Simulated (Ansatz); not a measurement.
MgZr₂, space group R-3m, a comparison of norm-conserving and PAW potentials

Program: Ansatz's Python interface.

Notebook, run cell by cell (the value of a cell's last expression is shown):

In [1]:
```python
import ansatz as az
import numpy as np
from tabulate import tabulate
```

In [2]:
```python
XC = "pbesol"
K_LENGTH = 27
OCCUPATIONS = "cold"
SIGMA = 0.3
```

In [3]:
```python
def count_gap(report):
    # lowest empty less highest filled band, counting bands; zero where they overlap
    return max(report.get("gap_by_band_count_ev") or 0.0, 0.0)
```

In [4]:
```python
crystal = (
    az.Lattice.from_parameters(7.997397, 7.997397, 7.997397, alpha=23.32323, beta=23.32323, gamma=23.32323)
    .atom("Mg", [0.0, 0.0, 0.0])
    .atom("Zr", [0.219427, 0.219427, 0.219427])
    .atom("Zr", [0.780573, 0.780573, 0.780573])
)
```

In [5]:
```python
crystal.resolved().tree()["lattice"]
```
Out [5]:
```text
((7.997397, 0.0, 0.0), (7.343897188884279, 3.166312185288525, 0.0),
 (7.343897188884279, 1.5157177008911489, 2.779951925108035))
```

In [6]:
```python
calculation = (
    crystal.calculation()
    .functional(XC)
    .kpoints(length=K_LENGTH)
    .occupations(OCCUPATIONS, width=SIGMA)
    .scf(lower_state_search="standard", self_checks="low")
    .stress()
    .forces()
    .band_table()
)
variants = {
    "PAW": calculation.pseudopotentials("paw"),
    "norm-conserving": calculation.pseudopotentials("nc"),
}
rows = []
for label, variant in variants.items():
    r = variant.run(threads=1, backend="cpu").report
    levels = np.array(r["eigenvalues_ev"][0]) - r["fermi_energy_ev"]
    print(label, "levels at the first k-point near E_F:", np.round(levels[np.abs(levels) < 5], 3))
    rows.append((label, r["n_electrons"], np.trace(r["stress_gpa"]) / 3, float(np.abs(r["forces_ev_ang"]).max()), count_gap(r)))
print(tabulate(rows, headers=["treatment", "electrons in bands", "P GPa", "max force component eV/A", "gap by band count eV"], floatfmt=".4f", tablefmt="pipe"))
```
```text
DeckWarning: basis.ecutwfc = 420 eV, auto-derived from the records' recommended cutoffs: set by Mg (normal level)
PAW levels at the first k-point near E_F: [-3.494 -3.269 -0.854  0.874  0.874  0.941  1.117  1.117]
DeckWarning: basis.ecutwfc = 1142.878222 eV, auto-derived from the records' recommended cutoffs: set by Mg (normal level)
norm-conserving levels at the first k-point near E_F: [-3.497 -3.274 -0.856  0.874  0.874  0.941  1.117  1.117]
| treatment       |   electrons in bands |   P GPa |   max force component eV/A |   gap by band count eV |
|:----------------|---------------------:|--------:|---------------------------:|-----------------------:|
| PAW             |              34.0000 | -2.6779 |                     0.1545 |                 0.0000 |
| norm-conserving |              34.0000 | -2.6034 |                     0.1511 |                 0.0000 |
```

PAW gives -2.678 GPa and norm-conserving -2.603 GPa, 0.07 GPa apart. They took 10.5 and 29.0 s of processor time.

The settings weren't tested for convergence. No spin polarisation was allowed. The computed bands are complete only to about 1.1 eV above the Fermi level. For a metal this k-point mesh is coarse: on a finer one energies can move by several to tens of meV an atom and pressures by half a GPa or more, differences at one mesh by less. A gap by band count of zero or less means overlapping bands, a metal. The structure comes from a database of computed cells and needn't be a stable or known phase. Levels are Kohn-Sham eigenvalues on this mesh, without spin-orbit coupling. Warnings are shown shortened and without file and line. Stress is positive in compression. It ran for 40 s on 1 thread of Arm Neoverse V1, on a shared host, peak memory 0.79 GiB.
